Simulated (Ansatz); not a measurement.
# GaH₉OSi₂: how energies converge with the basis set

How large a basis does GaH₉OSi₂ need? Two functionals are run in growing sets.

Computed with Ansatz 0.2.0, Gaussian basis. Level: one geometry, several basis sets.

Plan: PBE0-D4/def2-SVP; ωB97M-V/def2-SVP; PBE0-D4/def2-QZVPP; ωB97M-V/def2-QZVPP; the functionals' def2-TZVPP values are taken from earlier runs.

## (1) The relaxed structure

An earlier PBE0-D4 in a triple-zeta def2 set relaxation fixed the geometry.

13 atoms, charge 0, spin multiplicity 1.

Atoms are counted from 1 here; the program's logs count them from 0.

Bond lengths: Si1–O2 1.676 Å, Si1–H5 1.477 Å, Si1–H6 1.484 Å, Si1–H7 1.479 Å, O2–Si3 1.676 Å, O2–Ga4 2.205 Å, Si3–H8 1.477 Å, Si3–H9 1.484 Å, Si3–H10 1.479 Å, Ga4–H11 1.572 Å, Ga4–H12 1.578 Å, Ga4–H13 1.578 Å. Angles: O2–Si1–H5 107.5°, O2–Si1–H6 107.0°, O2–Si1–H7 109.3°, H5–Si1–H6 111.1°, H5–Si1–H7 111.6°, H6–Si1–H7 110.2°, Si1–O2–Si3 132.8°, Si1–O2–Ga4 113.2°, Si3–O2–Ga4 113.1°, O2–Si3–H8 107.6°, O2–Si3–H9 106.8°, O2–Si3–H10 109.4°, H8–Si3–H9 111.0°, H8–Si3–H10 111.6°, H9–Si3–H10 110.2°, O2–Ga4–H11 98.6°, O2–Ga4–H12 93.6°, O2–Ga4–H13 93.8° and more.

## (2) PBE0-D4 in def2-SVP

File in.yaml:

```yaml
crystal:
  periodic: [false, false, false]
  atoms:
    - {symbol: Si, position_ang: [-0.302849, 1.543860, -0.801657]}
    - {symbol: O, position_ang: [-0.064933, 0.179050, 0.141232]}
    - {symbol: Si, position_ang: [0.577924, -0.048969, 1.672170]}
    - {symbol: Ga, position_ang: [-0.323446, -1.703183, -0.977162]}
    - {symbol: H, position_ang: [-1.539373, 1.333407, -1.582072]}
    - {symbol: H, position_ang: [-0.446619, 2.692526, 0.127043]}
    - {symbol: H, position_ang: [0.869809, 1.741844, -1.681758]}
    - {symbol: H, position_ang: [-0.188198, -1.132437, 2.321330]}
    - {symbol: H, position_ang: [0.412556, 1.232213, 2.403244]}
    - {symbol: H, position_ang: [2.012765, -0.389390, 1.555794]}
    - {symbol: H, position_ang: [-1.840039, -1.961141, -0.655681]}
    - {symbol: H, position_ang: [0.781064, -2.464703, -0.145795]}
    - {symbol: H, position_ang: [0.071941, -1.057774, -2.361888]}
basis:
  gaussian: {orbitals: def2-SVP}
hamiltonian: {xc: pbe0, dispersion: d4}
output: {orbitals: {seedname: orbitals}}
```

The run is started by

```sh
> ansatz run in.yaml --threads 4 --pin off --events-out ev --progress --plain --max-ram 10444MiB
```

After this run come: ωB97M-V in def2-SVP; PBE0-D4 in def2-QZVPP; ωB97M-V in def2-QZVPP.

Q: Predict the results of all the runs planned. Wanted: PBE0-D4: double and triple zeta above quadruple; ωB97M-V: double and triple zeta above quadruple.

**Answer**, as computed:

| quantity | value |
| --- | --- |
| PBE0-D4: double and triple zeta above quadruple | 16.92, 1.88 eV |
| ωB97M-V: double and triple zeta above quadruple | 16.98, 1.80 eV |

**Reading.** For PBE0-D4 the step from double to triple zeta gains 15.04 eV and the next only 1.88 eV. Total energies overstate the basis error of differences, where much of it tends to cancel. The LUMO of ωB97M-V is positive and keeps falling with the basis (1.06 to 0.50 eV): an unbound level that the basis holds in place.
